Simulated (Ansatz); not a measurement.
# CH6FGeNSi: two geometries relaxed

Aim: relax the geometries before and after the inversion of the pyramid at N1, and see whether they are two minima and how far apart in energy. SMILES of the start: N[C]1(F)[SiH2][GeH2]1.

All numbers below are computed with Ansatz 0.2.0 (RKS B3LYP/def2-SVP).

## 1. The starting structure

Bond lengths: N1–C2 1.414 Å, C2–F3 1.352 Å, C2–Si4 1.803 Å, C2–Ge5 1.947 Å, Si4–Ge5 2.376 Å, N1–H6 1.089 Å, N1–H7 1.088 Å, Si4–H8 1.438 Å, Si4–H9 1.538 Å, Ge5–H10 1.535 Å, Ge5–H11 1.556 Å. Angles (14 of 21 angles, heavy atoms first): N1–C2–F3 113.0°, N1–C2–Si4 116.8°, N1–C2–Ge5 117.0°, F3–C2–Si4 113.1°, F3–C2–Ge5 114.3°, Si4–C2–Ge5 78.5°, C2–Si4–Ge5 53.4°, C2–Ge5–Si4 48.0°, C2–N1–H6 110.6°, C2–N1–H7 107.4°, C2–Si4–H8 118.9°, C2–Si4–H9 112.1°, Ge5–Si4–H8 112.9°, Ge5–Si4–H9 109.4°.

As a file:

```xyz
11

N    -0.6486    0.6484    1.3780
C     0.3786    0.1403    0.5501
F     1.6163    0.3687    1.0432
Si    0.1654   -1.5378   -0.0726
Ge    0.2090    0.4567   -1.3634
H    -1.6141    0.5798    0.8779
H    -0.5124    1.7261    1.4419
H     1.3300   -2.3579   -0.2720
H    -1.2866   -2.0257    0.0664
H     1.5803    0.7975   -1.9642
H    -1.1526    1.1470   -1.6647
```

## 2. Relaxing end A

Contents of input.yaml:

```yaml
crystal:
  periodic: [false, false, false]
  atoms:
    - { symbol: "N", position_ang: [-0.6486, 0.6484, 1.378] }
    - { symbol: C, position_ang: [0.3786, 0.1403, 0.5501] }
    - { symbol: F, position_ang: [1.6163, 0.3687, 1.0432] }
    - { symbol: Si, position_ang: [0.1654, -1.5378, -0.0726] }
    - { symbol: Ge, position_ang: [0.209, 0.4567, -1.3634] }
    - { symbol: H, position_ang: [-1.6141, 0.5798, 0.8779] }
    - { symbol: H, position_ang: [-0.5124, 1.7261, 1.4419] }
    - { symbol: H, position_ang: [1.33, -2.3579, -0.272] }
    - { symbol: H, position_ang: [-1.2866, -2.0257, 0.0664] }
    - { symbol: H, position_ang: [1.5803, 0.7975, -1.9642] }
    - { symbol: H, position_ang: [-1.1526, 1.147, -1.6647] }
basis:
  gaussian: { orbitals: def2-SVP }
hamiltonian:
  xc: b3lyp
relax:
  f_tol: 0.015
  max_steps: 40
output:
  orbitals: {}
```

Launch:

```console
ansatz run input.yaml --threads 2 --pin off --max-ram 3072MiB --backend cpu --events-out ev --progress --plain --runs-dir out
```

Output, cut to the lines that bear on the results:

```text
Warning: RAYON_NUM_THREADS=2 ignored (pool sized by the plan → 2); use --threads N
[...]
Functional definition: B3LYP
[...]
1308 factors; integrals over basis functions are off by at most 4.5e-4 eV
[...]
mean field -69722.73104969 eV, -2562.2631063118 hartree, gradient 2.9e-5 eV, S^2 0.000000; 0 other end points of the search recorded, 0 dependent functions left out
[...]
reference -69722.73130874 eV, -2562.2631158314 hartree; 37, 37 occupied and 85, 85 virtual orbitals, 1308 factors
relax step   1: F+E_penalty+E_count = -69722.73104969 eV  Δ(F+E_penalty+E_count) = +0.000e0 eV  max|allowed force component| = 2.680e0 eV/Å  Δτ_max = 0.0000 Å  (27 SCF iters, accepted)
[...]
relax step   3: F+E_penalty+E_count = -69723.56060009 eV  Δ(F+E_penalty+E_count) = -1.459e-1 eV  max|allowed force component| = 6.009e-1 eV/Å  Δτ_max = 0.1479 Å  (29 SCF iters, accepted)
[...]
relax step   5: F+E_penalty+E_count = -69723.65258479 eV  Δ(F+E_penalty+E_count) = -4.440e-2 eV  max|allowed force component| = 2.817e-1 eV/Å  Δτ_max = 0.2000 Å  (28 SCF iters, accepted)
[...]
relax step   7: F+E_penalty+E_count = -69723.66270990 eV  Δ(F+E_penalty+E_count) = +1.076e-2 eV  max|allowed force component| = 1.331e0 eV/Å  Δτ_max = 0.1955 Å  (28 SCF iters, rejected (line search))
[...]
relax step   9: F+E_penalty+E_count = -69723.71444051 eV  Δ(F+E_penalty+E_count) = -1.853e-2 eV  max|allowed force component| = 2.384e-1 eV/Å  Δτ_max = 0.1000 Å  (28 SCF iters, accepted)
[...]
relax step  10: F+E_penalty+E_count = -69723.72485935 eV  Δ(F+E_penalty+E_count) = -1.042e-2 eV  max|allowed force component| = 9.045e-1 eV/Å  Δτ_max = 0.1463 Å  (29 SCF iters, accepted)
[...]
1308 factors; integrals over basis functions are off by at most 3.9e-4 eV
```

## 3. The log goes on: end point A relaxed

The log, continued, cut to the lines that bear on the results:

```text
mean field -69723.84573389 eV, -2562.3040702003 hartree, gradient 8.7e-6 eV, S^2 0.000000; 0 other end points of the search recorded, 0 dependent functions left out
[...]
reference -69723.84600508 eV, -2562.3040801663 hartree; 37, 37 occupied and 85, 85 virtual orbitals, 1308 factors
relax step  11: F+E_penalty+E_count = -69723.84573389 eV  Δ(F+E_penalty+E_count) = -1.209e-1 eV  max|allowed force component| = 6.152e-1 eV/Å  Δτ_max = 0.2000 Å  (34 SCF iters, accepted)
[...]
relax step  16: F+E_penalty+E_count = -69723.89396718 eV  Δ(F+E_penalty+E_count) = -1.254e-4 eV  max|allowed force component| = 4.226e-2 eV/Å  Δτ_max = 0.0054 Å  (23 SCF iters, accepted)
[...]
relax step  17: F+E_penalty+E_count = -69723.89408447 eV  Δ(F+E_penalty+E_count) = -1.173e-4 eV  max|allowed force component| = 1.129e-2 eV/Å  Δτ_max = 0.0059 Å  (23 SCF iters, accepted)
[...]
Atom 1 at     0.270007     0.216866     0.533134 Å, force    -0.011285     0.007825     0.004330 eV/Å
Atom 2 at     1.491486     0.416091     1.201190 Å, force     0.000852    -0.002257    -0.002803 eV/Å
Atom 3 at     0.021104    -1.508486    -0.283701 Å, force     0.003131    -0.002357    -0.002378 eV/Å
Atom 4 at     0.298406     0.488617    -1.479570 Å, force     0.003700    -0.001313    -0.002168 eV/Å
Atom 5 at    -1.075074     0.329022     2.066407 Å, force     0.002103    -0.003241     0.000614 eV/Å
Atom 6 at    -0.833845     1.772654     1.266688 Å, force     0.002673     0.000607    -0.004873 eV/Å
Atom 7 at     1.197220    -2.416543    -0.226393 Å, force     0.001718    -0.001581    -0.000300 eV/Å
Atom 8 at    -1.271909    -2.210035    -0.055630 Å, force    -0.002697     0.001237     0.000209 eV/Å
Atom 9 at     1.674080     0.766829    -2.103891 Å, force     0.001047     0.001715     0.001862 eV/Å
Atom 10 at    -0.846161     1.330003    -2.063043 Å, force    -0.001541    -0.001842     0.000516 eV/Å
Dipole moment:    -0.253538     0.051035     0.062452 e Å
```

It took 65 s on 2 threads of Intel Xeon Platinum 8488C (Sapphire Rapids), shared host; peak memory 0.33 GiB.

Step by step:

```
step  energy from step 1 (eV)  largest force component (eV/Å)
   1                   0.0000                          2.6796
   2                  -0.6836                          1.1961
   3                  -0.8295                          0.6009
   4                  -0.8771                          0.3883
   5                  -0.9215                          0.2817
   6                  -0.9424                          0.3364
  7x                  -0.9317                          1.3315
   8                  -0.9649                          0.3357
   9                  -0.9834                          0.2384
  10                  -0.9938                          0.9045
  11                  -1.1147                          0.6152
  12                  -1.1317                          0.3321
  13                  -1.1568                          0.2337
  14                  -1.1583                          0.2475
  15                  -1.1628                          0.0662
  16                  -1.1629                          0.0423
  17                  -1.1630                          0.0113
```

Step 1 is the start. 1 step was tried and not accepted (marked x).

After: Bond lengths: N1–C2 1.403 Å, C2–F3 1.406 Å, C2–Si4 1.925 Å, C2–Ge5 2.031 Å, Si4–Ge5 2.344 Å, N1–H6 1.021 Å, N1–H7 1.020 Å, Si4–H8 1.487 Å, Si4–H9 1.489 Å, Ge5–H10 1.536 Å, Ge5–H11 1.536 Å. Angles (14 of 21 angles, heavy atoms first): N1–C2–F3 115.5°, N1–C2–Si4 115.6°, N1–C2–Ge5 114.0°, F3–C2–Si4 116.2°, F3–C2–Ge5 116.1°, Si4–C2–Ge5 72.6°, C2–Si4–Ge5 55.8°, C2–Ge5–Si4 51.6°, C2–N1–H6 113.9°, C2–N1–H7 114.1°, C2–Si4–H8 115.4°, C2–Si4–H9 118.0°, Ge5–Si4–H8 116.5°, Ge5–Si4–H9 125.6°.

## 4. End point B

The second end starts from a geometry with the move made by hand.

Edit input.yaml of step 2 so:

```diff
@@ -8,4 +8,4 @@
     - { symbol: Ge, position_ang: [0.209, 0.4567, -1.3634] }
-    - { symbol: H, position_ang: [-1.6141, 0.5798, 0.8779] }
-    - { symbol: H, position_ang: [-0.5124, 1.7261, 1.4419] }
+    - { symbol: H, position_ang: [-1.30915, -0.15342, 1.70626] }
+    - { symbol: H, position_ang: [-0.19016, 0.9513, 2.31723] }
     - { symbol: H, position_ang: [1.33, -2.3579, -0.272] }
```

Launch:

```console
ansatz run input.yaml --threads 2 --pin off --max-ram 3072MiB --backend cpu --events-out ev --progress --plain --runs-dir out
```

Output, cut to the lines that bear on the results:

```text
Warning: RAYON_NUM_THREADS=2 ignored (pool sized by the plan → 2); use --threads N
[...]
[... 1 set-up line as earlier in the session ...]
[...]
1308 factors; integrals over basis functions are off by at most 4.5e-4 eV
[...]
mean field -69722.62490445 eV, -2562.2592055461 hartree, gradient 7.5e-6 eV, S^2 0.000000; 0 other end points of the search recorded, 0 dependent functions left out
[...]
reference -69722.62516645 eV, -2562.2592151741 hartree; 37, 37 occupied and 85, 85 virtual orbitals, 1308 factors
relax step   1: F+E_penalty+E_count = -69722.62490445 eV  Δ(F+E_penalty+E_count) = +0.000e0 eV  max|allowed force component| = 3.734e0 eV/Å  Δτ_max = 0.0000 Å  (27 SCF iters, accepted)
[...]
relax step   4: F+E_penalty+E_count = -69723.70039119 eV  Δ(F+E_penalty+E_count) = -1.303e-1 eV  max|allowed force component| = 5.259e-1 eV/Å  Δτ_max = 0.1998 Å  (29 SCF iters, accepted)
[...]
Atom 1 at     0.366177     0.026229     0.683447 Å, force     0.001532    -0.000833     0.000323 eV/Å
Atom 2 at     1.643586     0.170711     1.256121 Å, force    -0.000173     0.003275    -0.002497 eV/Å
Atom 3 at     0.065468    -1.606861    -0.291535 Å, force    -0.003339     0.000193     0.001841 eV/Å
Atom 4 at     0.222145     0.511275    -1.283625 Å, force     0.004331    -0.001336    -0.000875 eV/Å
Atom 5 at    -0.830048    -0.046545     2.336541 Å, force    -0.000477     0.000390    -0.001528 eV/Å
Atom 6 at    -0.674088     1.477402     1.675672 Å, force     0.000378     0.000624    -0.000048 eV/Å
Atom 7 at     1.247100    -2.499733    -0.424223 Å, force     0.001135     0.000180     0.000280 eV/Å
Atom 8 at    -1.202246    -2.345220    -0.038393 Å, force     0.000294     0.000131    -0.001500 eV/Å
Atom 9 at     1.538216     0.889166    -1.979637 Å, force    -0.001026    -0.001307    -0.001303 eV/Å
Atom 10 at    -0.980546     1.379870    -1.680461 Å, force     0.000088     0.001783     0.001924 eV/Å
Dipole moment:    -0.245720     0.040237     0.088793 e Å
```

It took 65 s on 2 threads of Intel Xeon Platinum 8488C (Sapphire Rapids), shared host; peak memory 0.34 GiB.

The steps of the relaxation:

```
step  energy from step 1 (eV)  largest force component (eV/Å)
   1                   0.0000                          3.7345
   2                  -0.7254                          1.5718
   3                  -0.9452                          0.6556
   4                  -1.0755                          0.5259
   5                  -1.1879                          0.3129
   6                  -1.2436                          0.2700
  7x                  -1.2282                          0.3136
   8                  -1.2607                          0.3732
  9x                  -1.2563                          0.3640
  10                  -1.2681                          0.0662
  11                  -1.2684                          0.0443
  12                  -1.2689                          0.0326
  13                  -1.2690                          0.0665
  14                  -1.2692                          0.0170
  15                  -1.2692                          0.0043
```

Step 1 is the start. 2 steps were tried and not accepted (marked x).

After: Bond lengths: N1–C2 1.403 Å, C2–F3 1.407 Å, C2–Si4 1.926 Å, C2–Ge5 2.031 Å, Si4–Ge5 2.344 Å, N1–H6 1.021 Å, N1–H7 1.020 Å, Si4–H8 1.487 Å, Si4–H9 1.489 Å, Ge5–H10 1.536 Å, Ge5–H11 1.536 Å. Angles (14 of 21 angles, heavy atoms first): N1–C2–F3 115.5°, N1–C2–Si4 116.0°, N1–C2–Ge5 114.3°, F3–C2–Si4 115.8°, F3–C2–Ge5 115.7°, Si4–C2–Ge5 72.6°, C2–Si4–Ge5 55.8°, C2–Ge5–Si4 51.6°, C2–N1–H6 113.9°, C2–N1–H7 114.0°, C2–Si4–H8 115.5°, C2–Si4–H9 117.9°, Ge5–Si4–H8 116.9°, Ge5–Si4–H9 125.2°.

## 5. What came out

| quantity | value |
| --- | --- |
| end A | 15 moves, 1.163 eV lower |
| end B | 12 moves, 1.269 eV lower |
| largest difference between the ends | 0.02 Å |
| end B relative to end A | -0.000 eV |

What this shows: Both starts fell into the same minimum (no atom differs by more than 0.02 Å), so from this start no second minimum was found and no band was run; another arrangement could still be one.
